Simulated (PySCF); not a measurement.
# A gas-phase reaction: F2H3OPSi + H3N → F2H3NOSi + H3P

What reaction energy should one expect for `O[Si](F)(F)P` + `N` → `N[Si](O)(F)F` + `P`?

Programs: PySCF 2.14.0. All values are calculated, for the isolated system unless a continuum is named. Atoms count from 0, parts from 1.

## 1. Starting point

Each species was relaxed by itself at PBE0-D3(BJ)/def2-SVPD.

## 2. Reaction energy: wB97M-D3(BJ)/def2-TZVPD

The job: settings as JSON, then the geometry in Å.

```
{"job": {"kind": "react", "xc": "wB97M-D3(BJ)", "basis": "def2-TZVPD"}, "charge": 0, "multiplicity": 1}
-1 F2H3OPSi charge 0 multiplicity 1
O     -0.109180     1.685180     0.692200
Si     0.142460     0.409170    -0.308480
F      1.722760     0.028740    -0.316460
F     -0.170940     0.813190    -1.849480
P     -1.197860    -1.256620     0.302250
H      0.421740     2.481540     0.606440
H     -0.371280    -1.567410     1.425500
H     -0.518580    -2.168380    -0.563440

-1 H3N charge 0 multiplicity 1
N      0.002680     0.001370     0.284520
H     -0.457220     0.824200    -0.094040
H     -0.480750    -0.809870    -0.089720
H      0.946170    -0.013210    -0.091650

+1 F2H3NOSi charge 0 multiplicity 1
N     -0.360360    -0.916670    -0.709820
Si     0.440190     0.271270     0.192790
O     -0.549300     1.469720     0.708280
F      1.618090     1.059930    -0.578280
F      1.178170    -0.503530     1.404320
H      0.022870    -1.847810    -0.796050
H     -0.975560    -0.678080    -1.474490
H     -1.347780     1.229350     1.182430

+1 H3P charge 0 multiplicity 1
P     -0.001810     0.007000     0.566250
H     -0.479760     1.104510    -0.212350
H      1.188780    -0.127570    -0.210650
H     -0.712500    -0.956530    -0.212020
```

Method: wB97M-D3(BJ)/def2-TZVPD reaction energy of separated species, gas phase.

On the command line:

```
> OMP_NUM_THREADS=1 python cluster_run.py task.json out
```

This one command runs all jobs of the session in turn.

The program printed:

```text
species 1 (F2H3OPSi)
coarse grid: 36024 points
cycle   1  E = -907.8824789145  dE =  3.454e-01  |g| = 9.400e-01  |ddm| = 2.197e+00
cycle   2  E = -907.8769494278  dE =  5.529e-03  |g| = 1.061e+00  |ddm| = 1.030e+00
cycle   3  E = -908.0386041812  dE = -1.617e-01  |g| = 4.110e-02  |ddm| = 5.043e-01
cycle   4  E = -908.0391135742  dE = -5.094e-04  |g| = 1.331e-02  |ddm| = 6.587e-02
cycle   5  E = -908.0391804121  dE = -6.684e-05  |g| = 4.679e-03  |ddm| = 2.059e-02
cycle   6  E = -908.0391861159  dE = -5.704e-06  |g| = 2.318e-03  |ddm| = 6.926e-03
final grid: 74384 points
cycle   7  E = -908.0391554985  dE = -5.659e-07  |g| = 2.520e-03  |ddm| = 3.862e-03
cycle   8  E = -908.0391552387  dE =  2.598e-07  |g| = 2.945e-03  |ddm| = 2.515e-03
cycle   9  E = -908.0391565319  dE = -1.293e-06  |g| = 9.604e-05  |ddm| = 1.243e-03
cycle  10  E = -908.0391565404  dE = -8.576e-09  |g| = 5.429e-05  |ddm| = 2.893e-04
cycle  11  E = -908.0391565415  dE = -1.098e-09  |g| = 1.657e-05  |ddm| = 1.190e-04
cycle  12  E = -908.0391565416  dE = -5.593e-11  |g| = 2.892e-06  |ddm| = 1.802e-05
converged SCF energy = -908.0391565416

species 2 (H3N)
coarse grid: 12536 points
cycle   1  E = -56.5694050345  dE = -1.294e-01  |g| = 3.024e-01  |ddm| = 1.089e+00
cycle   2  E = -56.5779592735  dE = -8.554e-03  |g| = 2.716e-01  |ddm| = 2.677e-01
cycle   3  E = -56.5918819748  dE = -1.392e-02  |g| = 2.125e-02  |ddm| = 1.115e-01
cycle   4  E = -56.5919876117  dE = -1.056e-04  |g| = 5.195e-03  |ddm| = 1.730e-02
cycle   5  E = -56.5919987531  dE = -1.114e-05  |g| = 7.324e-04  |ddm| = 8.725e-03
cycle   6  E = -56.5919991684  dE = -4.153e-07  |g| = 1.111e-04  |ddm| = 3.178e-03
final grid: 27112 points
cycle   7  E = -56.5919832022  dE = -1.501e-08  |g| = 6.565e-05  |ddm| = 5.990e-04
cycle   8  E = -56.5919832041  dE = -1.880e-09  |g| = 5.407e-05  |ddm| = 1.872e-04
cycle   9  E = -56.5919832048  dE = -6.835e-10  |g| = 1.171e-05  |ddm| = 4.280e-05
converged SCF energy = -56.5919832048

species 3 (F2H3NOSi)
coarse grid: 34728 points
cycle   1  E = -621.3098167057  dE =  4.774e-01  |g| = 9.390e-01  |ddm| = 2.200e+00
cycle   2  E = -621.3182162544  dE = -8.400e-03  |g| = 1.011e+00  |ddm| = 1.082e+00
cycle   3  E = -621.4626465760  dE = -1.444e-01  |g| = 5.383e-02  |ddm| = 5.083e-01
cycle   4  E = -621.4631237161  dE = -4.771e-04  |g| = 2.888e-02  |ddm| = 5.353e-02
cycle   5  E = -621.4632901219  dE = -1.664e-04  |g| = 8.220e-03  |ddm| = 2.072e-02
cycle   6  E = -621.4633052648  dE = -1.514e-05  |g| = 9.810e-04  |ddm| = 7.009e-03
cycle   7  E = -621.4633057130  dE = -4.483e-07  |g| = 5.020e-04  |ddm| = 2.153e-03
final grid: 73456 points
cycle   8  E = -621.4632645925  dE = -1.982e-07  |g| = 4.938e-04  |ddm| = 3.039e-03
cycle   9  E = -621.4632645910  dE =  1.536e-09  |g| = 5.388e-04  |ddm| = 6.768e-04
cycle  10  E = -621.4632646295  dE = -3.846e-08  |g| = 3.149e-05  |ddm| = 2.240e-04
cycle  11  E = -621.4632646298  dE = -3.779e-10  |g| = 1.153e-05  |ddm| = 8.128e-05
converged SCF energy = -621.4632646298

species 4 (H3P)
coarse grid: 13832 points
cycle   1  E = -343.1841349148  dE = -2.460e-01  |g| = 1.211e-01  |ddm| = 1.208e+00
cycle   2  E = -343.1894604328  dE = -5.326e-03  |g| = 4.180e-02  |ddm| = 1.263e-01
cycle   3  E = -343.1899650991  dE = -5.047e-04  |g| = 7.771e-03  |ddm| = 4.178e-02
cycle   4  E = -343.1900183179  dE = -5.322e-05  |g| = 3.303e-03  |ddm| = 1.749e-02
cycle   5  E = -343.1900232539  dE = -4.936e-06  |g| = 7.022e-04  |ddm| = 5.918e-03
final grid: 28048 points
cycle   6  E = -343.1900110687  dE = -3.061e-07  |g| = 3.832e-04  |ddm| = 1.533e-03
cycle   7  E = -343.1900111148  dE = -4.615e-08  |g| = 1.753e-04  |ddm| = 6.600e-04
cycle   8  E = -343.1900111225  dE = -7.694e-09  |g| = 4.201e-05  |ddm| = 1.943e-04
cycle   9  E = -343.1900111243  dE = -1.853e-09  |g| = 2.207e-06  |ddm| = 1.369e-04
cycle  10  E = -343.1900111244  dE = -4.547e-12  |g| = 7.100e-07  |ddm| = 6.102e-06
converged SCF energy = -343.1900111244

Reaction energy = -13.716 kcal/mol
```

Wall time 37 s (1 thread of Arm Neoverse V2, shared host); peak memory 0.8 GiB.

Species by species (with the dispersion term, which the log's SCF energies lack):

| ν | species | energy (Eh) | HOMO (eV) |
| --- | --- | --- | --- |
| -1 | O[Si](F)(F)P | -908.04707 | -10.55 |
| -1 | N | -56.59357 | -10.26 |
| +1 | N[Si](O)(F)F | -621.47022 | -11.00 |
| +1 | P | -343.19228 | -10.17 |

## 3. Energies of the species: PBE0-D3(BJ)/def2-TZVPD

Settings changed since step 2:

```diff
@@ -1,2 +1,2 @@
-{"job": {"kind": "react", "xc": "wB97M-D3(BJ)", "basis": "def2-TZVPD"}, "charge": 0, "multiplicity": 1}
+{"job": {"kind": "react", "xc": "PBE0", "basis": "def2-TZVPD", "disp": "d3bj"}, "charge": 0, "multiplicity": 1}
 -1 F2H3OPSi charge 0 multiplicity 1
```

With the program's defaults for keys left out, this is: PBE0-D3(BJ)/def2-TZVPD reaction energy of separated species, gas phase.

The program printed:

```text
species 1 (F2H3OPSi)
coarse grid: 8368 points
cycle   1  E = -907.2287563856  dE =  4.038e-01  |g| = 9.717e-01  |ddm| = 2.291e+00
cycle   2  E = -907.0288963982  dE =  1.999e-01  |g| = 1.491e+00  |ddm| = 1.269e+00
cycle   3  E = -907.3803603733  dE = -3.515e-01  |g| = 4.877e-02  |ddm| = 7.762e-01
cycle   4  E = -907.3806959438  dE = -3.356e-04  |g| = 3.281e-02  |ddm| = 6.180e-02
cycle   5  E = -907.3808728032  dE = -1.769e-04  |g| = 9.577e-03  |ddm| = 2.174e-02
cycle   6  E = -907.3808862784  dE = -1.348e-05  |g| = 2.512e-03  |ddm| = 6.350e-03
cycle   7  E = -907.3808874922  dE = -1.214e-06  |g| = 3.351e-04  |ddm| = 2.322e-03
final grid: 74384 points
cycle   8  E = -907.3859839039  dE = -3.504e-05  |g| = 5.461e-03  |ddm| = 3.324e-02
cycle   9  E = -907.3859785783  dE =  5.326e-06  |g| = 7.755e-03  |ddm| = 7.206e-03
cycle  10  E = -907.3859882670  dE = -9.689e-06  |g| = 8.229e-04  |ddm| = 4.165e-03
cycle  11  E = -907.3859883691  dE = -1.021e-07  |g| = 1.292e-04  |ddm| = 7.008e-04
cycle  12  E = -907.3859883732  dE = -4.175e-09  |g| = 4.726e-05  |ddm| = 1.827e-04
cycle  13  E = -907.3859883738  dE = -5.664e-10  |g| = 1.140e-05  |ddm| = 4.288e-05
converged SCF energy = -907.3859883738

species 2 (H3N)
coarse grid: 2928 points
cycle   1  E = -56.4891346369  dE = -9.640e-02  |g| = 3.706e-01  |ddm| = 1.102e+00
cycle   2  E = -56.4627090724  dE =  2.643e-02  |g| = 5.179e-01  |ddm| = 4.447e-01
cycle   3  E = -56.5198064288  dE = -5.710e-02  |g| = 1.578e-02  |ddm| = 2.493e-01
cycle   4  E = -56.5198551075  dE = -4.868e-05  |g| = 3.352e-03  |ddm| = 8.677e-03
cycle   5  E = -56.5198572773  dE = -2.170e-06  |g| = 3.228e-04  |ddm| = 2.233e-03
final grid: 27112 points
cycle   6  E = -56.5150239187  dE = -1.191e-05  |g| = 5.548e-03  |ddm| = 1.633e-02
cycle   7  E = -56.5150185628  dE =  5.356e-06  |g| = 7.597e-03  |ddm| = 6.167e-03
cycle   8  E = -56.5150300589  dE = -1.150e-05  |g| = 1.248e-04  |ddm| = 3.413e-03
cycle   9  E = -56.5150300624  dE = -3.465e-09  |g| = 3.250e-05  |ddm| = 1.089e-04
cycle  10  E = -56.5150300626  dE = -2.705e-10  |g| = 3.595e-06  |ddm| = 2.298e-05
converged SCF energy = -56.5150300626

species 3 (F2H3NOSi)
coarse grid: 7808 points
cycle   1  E = -620.7351883873  dE =  5.205e-01  |g| = 1.008e+00  |ddm| = 2.307e+00
cycle   2  E = -620.5609898179  dE =  1.742e-01  |g| = 1.465e+00  |ddm| = 1.390e+00
cycle   3  E = -620.9001593163  dE = -3.392e-01  |g| = 8.689e-02  |ddm| = 8.432e-01
cycle   4  E = -620.9011243905  dE = -9.651e-04  |g| = 5.041e-02  |ddm| = 6.801e-02
cycle   5  E = -620.9015942371  dE = -4.698e-04  |g| = 5.232e-03  |ddm| = 2.634e-02
cycle   6  E = -620.9015984279  dE = -4.191e-06  |g| = 1.810e-03  |ddm| = 3.980e-03
final grid: 73456 points
cycle   7  E = -620.9033495184  dE = -4.141e-05  |g| = 8.191e-03  |ddm| = 3.506e-02
cycle   8  E = -620.9033351078  dE =  1.441e-05  |g| = 1.225e-02  |ddm| = 9.627e-03
cycle   9  E = -620.9033604393  dE = -2.533e-05  |g| = 5.982e-04  |ddm| = 5.943e-03
cycle  10  E = -620.9033604842  dE = -4.486e-08  |g| = 2.929e-04  |ddm| = 4.931e-04
cycle  11  E = -620.9033604989  dE = -1.478e-08  |g| = 3.164e-05  |ddm| = 1.614e-04
cycle  12  E = -620.9033604991  dE = -1.737e-10  |g| = 7.942e-06  |ddm| = 2.283e-05
converged SCF energy = -620.9033604991

species 4 (H3P)
coarse grid: 3488 points
cycle   1  E = -343.0138424360  dE = -1.943e-01  |g| = 9.940e-02  |ddm| = 1.199e+00
cycle   2  E = -343.0153585289  dE = -1.516e-03  |g| = 5.337e-02  |ddm| = 1.583e-01
cycle   3  E = -343.0162956270  dE = -9.371e-04  |g| = 2.064e-02  |ddm| = 8.363e-02
cycle   4  E = -343.0163843973  dE = -8.877e-05  |g| = 1.658e-03  |ddm| = 1.901e-02
cycle   5  E = -343.0163850748  dE = -6.775e-07  |g| = 2.706e-04  |ddm| = 2.379e-03
final grid: 28048 points
cycle   6  E = -343.0163956729  dE = -5.701e-06  |g| = 3.110e-03  |ddm| = 1.683e-02
cycle   7  E = -343.0163961907  dE = -5.178e-07  |g| = 2.416e-03  |ddm| = 5.109e-03
cycle   8  E = -343.0163973396  dE = -1.149e-06  |g| = 1.216e-04  |ddm| = 2.503e-03
cycle   9  E = -343.0163973451  dE = -5.543e-09  |g| = 2.150e-05  |ddm| = 1.179e-04
cycle  10  E = -343.0163973453  dE = -1.606e-10  |g| = 4.083e-06  |ddm| = 2.403e-05
converged SCF energy = -343.0163973453

Reaction energy = -11.261 kcal/mol
```

Run time: 17 s. Hardware: 1 thread of Arm Neoverse V2, shared host; peak memory 0.65 GiB.

Reaction energy at this level: -11.26 kcal/mol.

## 4. Comparing the runs

Energies in kcal/mol, with wall time:

| run | reaction | time |
| --- | --- | --- |
| wB97M-D3(BJ)/def2-TZVPD | -13.72 | 37 s |
| PBE0-D3(BJ)/def2-TZVPD | -11.26 | 17 s |

## 5. Outcome

| quantity | value |
| --- | --- |
| reaction energy (wB97M-D3(BJ)/def2-TZVPD) | -13.72 kcal/mol |
| ΔH, ΔG at 298 K (xTB thermal terms) | -15.1, -14.9 kcal/mol |
| range of the reaction energy over the runs of this table | -13.72 to -11.26 kcal/mol |

**Reading.** The reaction is exothermic by 15.1 kcal/mol in the gas phase; dispersion gives +0.17, and xTB itself gave -20.12 for the electronic energy (xTB energies and thermal terms come from the earlier relaxation of each species, not shown). No barrier was sought. The reaction energy runs from -13.72 (wB97M-D3(BJ)/def2-TZVPD) to -11.26 kcal/mol (PBE0-D3(BJ)/def2-TZVPD).
